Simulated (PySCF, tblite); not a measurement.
**C4H8BFO2: geometry, infrared bands, NMR shifts, spin-spin couplings, electronic excitations and core binding energies**

Wanted: the infrared bands, NMR shifts, spin-spin couplings, electronic excitations and core binding energies of C4H8BFO2 (`OB(O)[C@@H]1CC[C@H]1F`), by calculation.

Computed with tblite 0.8.0 and PySCF 2.14.0, with density-fitted response routines of our own, on a single molecule in the gas phase. Atoms are numbered from 0 throughout.

## (1) The molecule as given

16 atoms, charge 0, multiplicity 1; geometry from: force field or distance geometry start.

Bonds of the start (Å): O0–B1 1.46, B1–O2 1.47, B1–C3 1.60, C3–C4 1.53, C4–C5 1.51, C5–C6 1.52, C6–F7 1.39, C6–C3 1.50, O0–H8 1.00, O2–H9 0.99, C3–H10 1.09, C4–H11 1.10, C4–H12 1.10, C5–H13 1.12, C5–H14 1.10, C6–H15 1.11.

## (2) Optimising the geometry with GFN2-xTB

The job: settings as JSON, then the geometry in Å.

```
{"job": {"kind": "relax", "xc": "GFN2-xTB", "basis": "xTB"}, "charge": 0, "multiplicity": 1}
O     -2.372300     1.267200    -0.041900
B     -1.458600     0.145700     0.124400
O     -2.043300    -1.185800    -0.098500
C     -0.023600     0.345400    -0.550700
C      0.792800    -0.945400    -0.452900
C      1.329900    -0.408000     0.855600
C      1.026600     0.978100     0.306000
F      2.082500     1.406000    -0.489400
H     -2.304000     1.503500    -1.007500
H     -2.484800    -1.545700     0.711400
H     -0.165100     0.724200    -1.562400
H      1.593000    -0.952400    -1.208400
H      0.157300    -1.835100    -0.374600
H      2.432000    -0.572000     0.972100
H      0.724200    -0.639900     1.745600
H      0.705700     1.723000     1.059700
```

Command:

```
$ OMP_NUM_THREADS=1 python probes_run.py task.json out
```

The driver reads the jobs from task.json and runs them one after another.

**Question.** This job is followed by: GFN2-xTB harmonic vibrations, gas phase; PBE0-D3(BJ)/def2-SVP geometry optimisation, gas phase; GIAO PBE0/pcSseg-1 NMR shielding, non-relativistic, gas phase; B3LYP/pcJ-1 indirect spin-spin coupling, non-relativistic, gas phase; TDDFT PBE0/def2-SVPD, vertical, gas phase, core orbitals frozen in the response; GIAO KT2/pcSseg-1 NMR shielding, non-relativistic, gas phase; delta-SCF UKS SCAN, pcX-2 on the ionised atom, pcseg-1 elsewhere, spin-free X2C. Predict these results of the whole session: strongest single infrared mode (GFN2-xTB); zero-point energy (GFN2-xTB); point group; rotational constants (main isotopes); ¹³C shifts against TMS (PBE0/pcSseg-1); ¹H shifts against TMS (PBE0/pcSseg-1, means over atoms taken as alike); ¹⁷O shifts against H2O (PBE0/pcSseg-1, means over atoms taken as alike); ¹¹B shifts against BF3·OEt2 (PBE0/pcSseg-1); ¹⁹F shifts against CFCl3 (PBE0/pcSseg-1); largest coupling of the table (B3LYP/pcJ-1); lowest singlet (PBE0/def2-SVPD); brightest single state of those computed; lowest triplet; vertical ionisation energy (ΔSCF); C1s binding energies, SCAN/pcX-2; O1s binding energies, SCAN/pcX-2; B1s binding energies, SCAN/pcX-2; F1s binding energies, SCAN/pcX-2; range of the shift of F7.

The runs gave:

```
                                                               quantity                                          value
                              strongest single infrared mode (GFN2-xTB)                           645 cm⁻¹, 305 km/mol
                                           zero-point energy (GFN2-xTB)                                  77.9 kcal/mol
                                                            point group                                             C1
                                   rotational constants (main isotopes)                           3.06, 1.53, 1.09 GHz
                                 ¹³C shifts against TMS (PBE0/pcSseg-1)                     89.1, 33.8, 33.4, 12.6 ppm
 ¹H shifts against TMS (PBE0/pcSseg-1, means over atoms taken as alike)   4.45, 3.80, 2.15, 2.04, 1.61, 1.59, 1.46 ppm
¹⁷O shifts against H2O (PBE0/pcSseg-1, means over atoms taken as alike)                                      122.8 ppm
                            ¹¹B shifts against BF3·OEt2 (PBE0/pcSseg-1)                                       30.4 ppm
                               ¹⁹F shifts against CFCl3 (PBE0/pcSseg-1)                                     -171.7 ppm
                            largest coupling of the table (B3LYP/pcJ-1)                       ¹J(C,F) C6–F7, -281.1 Hz
                                        lowest singlet (PBE0/def2-SVPD)                    7.47 eV (166 nm), f = 0.029
                               brightest single state of those computed                   state 10, 8.72 eV, f = 0.033
                                                         lowest triplet                                        7.26 eV
                                      vertical ionisation energy (ΔSCF)                                       10.37 eV
                                       C1s binding energies, SCAN/pcX-2  C6 292.79, C5 290.70, C4 290.64, C3 290.21 eV
                                       O1s binding energies, SCAN/pcX-2                                   O0 539.11 eV
                                       B1s binding energies, SCAN/pcX-2                                   B1 197.17 eV
                                       F1s binding energies, SCAN/pcX-2                                   F7 692.26 eV
                                               range of the shift of F7                           -185.1 to -171.7 ppm
```

The optimisation took 87 steps and gained 2.083 eV; among the close pairs (by a distance rule), B1–O2 changed most, from 1.471 to 1.346 Å (GFN2-xTB). No mode is imaginary among the 42: a minimum at this level. The strongest single mode, at 645 cm⁻¹, moves mainly H9. Unscaled tight-binding wavenumbers are off by several per cent, some by more. Its intensities can rank the bands wrongly. Relaxing lowered the energy by 0.220 eV in 9 steps; the close pair that moved most is B1–C3, from 1.639 to 1.575 Å (PBE0/def2-SVP). At PBE0/pcSseg-1: Shielding is most anisotropic at O0, O2 (span 169 ppm, paramagnetic term -175 ppm). Of the pairs tabulated at B3LYP/pcJ-1, C6–F7 couples most strongly (-281.1 Hz; Fermi contact -315.1 Hz). Couplings across rotatable bonds belong to this one conformer; where others are populated, the observed values are averages. The lowest singlet, at 7.47 eV, is HOMO→LUMO 0.95 and is weak; of the 10 states computed, the strongest absorption comes from state 10 at 8.72 eV (the last computed, so partners may be missing). The lowest triplet lies 0.20 eV below the lowest singlet (triplets in Tamm-Dancoff, singlets in full TDDFT). ΔSCF puts the ionisation energy at 10.37 eV, 1.97 eV above −ε(HOMO). The C1s levels kept as sound span 2.58 eV, from C3 (sp3 CH bonded to B) up to C6 (sp3 CH bonded to F). Across the 2 runs the shift of F7 moves most, between -185.1 (KT2/pcSseg-1) and -171.7 ppm (PBE0/pcSseg-1).
